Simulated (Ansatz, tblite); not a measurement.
# NiBr2(PH3)2 (Br₂H₆NiP₂): one state, many levels

One table from this session's results is given with a row withheld; the runs are named, their logs left out.

Computed with Ansatz 0.2.0, Gaussian basis. Level: as each input shows.

The runs, in order: GFN1-xTB, GFN2-xTB, PBE-D4/def2-TZVP, r2SCAN-D4/def2-TZVP, HSE06-D4/def2-TZVP, CAM-B3LYP-D4/def2-TZVP, r2SCANh-D4/def2-TZVP, PBE-D4/def2-SVP, PBE0-D4/def2-SVP, MP2/def2-TZVP, RPA/def2-TZVP.

3 further runs of the same task are left out: 3 set aside as unsound or not needed.

## The relaxed structure

The geometry is that of the singlet, from an earlier relaxation (r2SCAN-D4/def2-SVP).

11 atoms, charge 0, spin multiplicity 1.

Bond lengths: Br1–Ni3 2.300 Å, Br2–Ni3 2.310 Å, Ni3–P4 2.166 Å, Ni3–P5 2.168 Å, P4–H6 1.419 Å, P4–H7 1.420 Å, P4–H8 1.420 Å, P5–H9 1.418 Å, P5–H10 1.421 Å, P5–H11 1.420 Å. Angles: Br1–Ni3–Br2 176.0°, Br1–Ni3–P4 92.0°, Br1–Ni3–P5 89.3°, Br2–Ni3–P4 87.8°, Br2–Ni3–P5 90.6°, P4–Ni3–P5 176.3°, Ni3–P4–H6 118.6°, Ni3–P4–H7 115.3°, Ni3–P4–H8 120.7°, H6–P4–H7 98.5°, H6–P4–H8 100.4°, H7–P4–H8 99.5°, Ni3–P5–H9 120.2°, Ni3–P5–H10 114.0°, Ni3–P5–H11 120.3°, H9–P5–H10 98.6°, H9–P5–H11 100.8°, H10–P5–H11 98.8°.

No spin-orbit coupling is included.

PBE0-D4/def2-TZVP was run before; its log isn't repeated, and its numbers join the tables.

The first run:

Tight binding, by tblite at 300 K electronic temperature and without a spin-polarisation term:

```python
tblite.interface.Calculator('GFN1-xTB', numbers, positions, charge=0, uhf=0).singlepoint()
```

Tight binding, by tblite at 300 K electronic temperature and without a spin-polarisation term:

```python
tblite.interface.Calculator('GFN2-xTB', numbers, positions, charge=0, uhf=0).singlepoint()
```

start.molden holds the orbitals of an earlier run on this state, given as this run's starting guess.

The input, in.yaml:

```yaml
crystal:
  periodic: [false, false, false]
  atoms:
    - {symbol: Br, position_ang: [-0.341910, -0.059547, 2.305433]}
    - {symbol: Br, position_ang: [0.298162, 0.064317, -2.255657]}
    - {symbol: Ni, position_ang: [-0.102654, 0.006857, 0.018840]}
    - {symbol: P, position_ang: [0.116642, 2.162070, 0.028944]}
    - {symbol: P, position_ang: [-0.186146, -2.158658, -0.027935]}
    - {symbol: H, position_ang: [-0.606829, 2.922415, -0.926115]}
    - {symbol: H, position_ang: [1.420382, 2.640678, -0.266792]}
    - {symbol: H, position_ang: [-0.146949, 2.912390, 1.205445]}
    - {symbol: H, position_ang: [-0.985964, -2.861257, 0.909444]}
    - {symbol: H, position_ang: [1.058351, -2.791561, 0.236546]}
    - {symbol: H, position_ang: [-0.523075, -2.837703, -1.228163]}
basis:
  gaussian: {orbitals: def2-TZVP, initial_orbitals: start.molden}
hamiltonian: {xc: pbe, dispersion: d4}
scf: {omitted_lower_state_checks: [starts]}
output: {forces: true, orbitals: {seedname: orbitals}}
```

Started as:

```bash
> ansatz run in.yaml --threads 4 --pin off --events-out ev --progress --plain --max-ram 4787MiB
```

Among the steps run: PBE-D4/def2-TZVP; r2SCAN-D4/def2-TZVP; HSE06-D4/def2-TZVP; CAM-B3LYP-D4/def2-TZVP; r2SCANh-D4/def2-TZVP; PBE-D4/def2-SVP; PBE0-D4/def2-SVP; MP2/def2-TZVP; RPA/def2-TZVP.

One table of the session follows, with a row left open; its other results are not shown here.

It belongs to the step «Binding energy». 

| level | binding an atom (eV) |
| --- | --- |
| HF/def2-TZVP | 1.594 |
| PBE-D4/def2-SVP | 2.802 |
| PBE-D4/def2-TZVP | ? |
| r2SCAN-D4/def2-TZVP | 2.755 |
| r2SCANh-D4/def2-TZVP | 2.711 |
| PBE0-D4/def2-SVP | 2.666 |
| PBE0-D4/def2-TZVP | 2.661 |
| HSE06-D4/def2-TZVP | 2.661 |
| CAM-B3LYP-D4/def2-TZVP | 2.681 |
| MP2/def2-TZVP | 2.544 |

**Question.** Estimate the row for PBE-D4/def2-TZVP.

As computed: binding an atom (eV): 2.775. In the column «binding an atom (eV)» it lies between r2SCAN-D4/def2-TZVP (2.755) and PBE-D4/def2-SVP (2.802).

Limits of these values: Free atoms were run apart at each level; binding is atoms less cluster, divided by the number of atoms, without zero-point or spin-orbit terms.
